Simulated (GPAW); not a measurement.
The system is SnTe3.

```
Te Sn
1.0
     0.00000    3.86122    3.86122
     3.86122    0.00000    3.86122
     3.86122    3.86122    0.00000
Te Sn
3 1
Cartesian
  3.8612 3.8612 3.8612
  5.7918 5.7918 5.7918
  1.9306 1.9306 1.9306
  0.0000 0.0000 0.0000
```

The cell comes from a database or a generator and needn't be the stable form of this composition.

Base run:

```yaml
Program: GPAW 26.7.0
Functional: LDA
Potentials_or_basis: the program's PAW data sets (release 1.2.1) made for this functional
Cutoff: 600 eV
Basis: pw
k_mesh: 6 × 6 × 6
Occupations: fermi-dirac, width 0.05 eV
Spin: no spin polarisation
```

Its results: pressure -4.2 GPa.

Q: The run is repeated on the same cell with these changes: functional from LDA to PBEsol; potentials or basis from the program's PAW data sets (release 1.2.1) made for this functional to PAW data sets generated in the run's folder for this functional. What comes out?

A: Pressure -3.2 GPa.
